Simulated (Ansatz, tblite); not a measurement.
InP: GFN2-xTB, run from Python

These are simulated results from tblite 0.8.0, not measurements. The cell began as a measured structure and was relaxed with r2SCAN in plane waves (Ansatz 0.2.0). All runs are without spin polarisation.

It is cubic, F-43m (No. 216); a = 5.908 Å in the conventional setting, 25.77 Å³ an atom. Around In lie 4 P at 2.56 Å; around P lie 4 In at 2.56 Å.

tblite solves periodic systems at the zone centre alone, so the script builds a cluster of 2×2×2 conventional cells (64 atoms), which folds in a coarse mesh of k points.

Input script:

```python
import json
from ase import Atoms
from ase.build import make_supercell
from ase.units import Bohr, GPa, Hartree
from tblite.interface import Calculator

atoms = Atoms(['In', 'P'],
              cell=[[0.0, 2.95381335, 2.95381335], [2.95381335, 0.0, 2.95381335], [2.95381335, 2.95381335, 0.0]],
              scaled_positions=[[0.0, 0.0, 0.0], [0.25, 0.25, 0.25]],
              pbc=True)
cluster = make_supercell(atoms, [[-2, 2, 2], [-2, -2, 2], [2, -2, 2]])
calc = Calculator('GFN2-xTB', cluster.numbers, cluster.positions / Bohr, lattice=cluster.cell[:] / Bohr, periodic=cluster.pbc)
calc.set('temperature', 0.02 / Hartree)
calc.set('max-iter', 150)
res = calc.singlepoint()
levels = res.get('orbital-energies') * Hartree
nv = round(res.get('orbital-occupations').sum() / 2)
cells = len(cluster) // len(atoms)
out = {'energy_per_cell': res.get('energy') * Hartree / cells, 'homo': levels[nv - 1], 'lumo': levels[nv],
       'stress': (-res.get('virial') * Hartree / cluster.get_volume() / GPa).tolist(), 'charges': res.get('charges')[:len(atoms)].tolist(), 'electrons': 2 * nv / cells}
json.dump(out, open('results.json', 'w'))
for key, value in out.items():
    print(key, value)
```

Command: `python run.py`. It took 6.4 s on 1 thread of Arm Neoverse V1, on a shared host, peak memory 0.14 GiB.

Output:

```
------------------------------------------------------------
  cycle        total energy    energy error   density error
------------------------------------------------------------
      1     -120.1891059930  -1.2065179E+02   1.8979044E-01
      2     -121.5049840647  -1.3158781E+00   8.8278018E-02
      3     -121.6183229506  -1.1333889E-01   4.7464465E-02
      4     -121.6337018789  -1.5378928E-02   3.5449357E-02
      5     -121.6594806053  -2.5778726E-02   1.5952992E-02
      6     -121.6772690356  -1.7788430E-02   1.1046890E-02
      7     -121.6794771050  -2.2080695E-03   9.3750825E-03
      8     -121.6793858009   9.1304179E-05   9.4478287E-03
      9     -121.6854600602  -6.0742593E-03   1.8680604E-03
     10     -121.6857184352  -2.5837496E-04   1.7387981E-04
     11     -121.6857194951  -1.0599386E-06   1.1015204E-04
     12     -121.6857177107   1.7843987E-06   1.8819288E-04
     13     -121.6857202782  -2.5675261E-06   4.1278707E-05
     14     -121.6857139788   6.2994048E-06   2.8975675E-04
     15     -121.6857175693  -3.5904467E-06   1.9350070E-04
     16     -121.6857203587  -2.7893841E-06   2.6712641E-05
     17     -121.6857190995   1.2591300E-06   1.2898492E-04
     18     -121.6857198290  -7.2943024E-07   8.4363673E-05
     19     -121.6857202951  -4.6611706E-07   3.0340055E-05
     20     -121.6857203600  -6.4941943E-08   8.1958420E-06
------------------------------------------------------------

 total:                                   5.772 sec
energy_per_cell -103.47615969905243
homo -9.6645041926609
lumo -9.66450419266082
stress [[4.85441991211615, -4.7520168352867433e-07, 4.7520584209354455e-07], [-4.752016836808893e-07, 4.854419912114854, 4.752058582990973e-07], [4.752058417319615e-07, 4.7520585820050497e-07, 4.854419912115658]]
charges [0.2022947722786826, -0.2022378094804987]
electrons 8.0
```

The cycle table is in hartree for the whole cluster, and the lines after it are in eV (the energy for one cell). The printed stress is in GPa and positive in compression, and the pressure is its mean diagonal.

GFN2-xTB gives no gap at the points read. On the same cell, plane-wave PBE (Ansatz, 8×8×8 k points and the special points) gives a gap of 0.59 eV and r2SCAN a gap of 1.03 eV; on shared hosts these took about 2.9 and 7.1 core-seconds on the 2-atom cell, against 6.4 for the script. Semilocal gaps usually lie below measured ones. This method closes a gap that PBE finds, a failure in kind.

The same script was run on cells scaled at fixed shape and fractional coordinates:

| volume (Å³/atom) | energy (meV/atom) | pressure (GPa, positive in compression) | gap (eV) |
| --- | --- | --- | --- |
| 22.68 | 146.9 | 13.78 | 1.75 |
| 24.23 | 48.2 | 7.11 | 0.68 |
| 25.77 | 0.0 | 4.85 | 0.00 |
| 27.32 | -28.3 | 1.23 | 0.00 |
| 28.86 | -27.6 | -1.29 | 0.00 |

The pressure crosses zero near 28.1 Å³/atom, but the curve is too rough for a fit.

xTB was fitted mostly to molecules, and a small cluster samples few k points, so gaps, pressures and kinks along a curve can be far from a solid's.

No spin-orbit coupling is included; it can move band edges with weight on the heavy atoms by tenths of an eV.
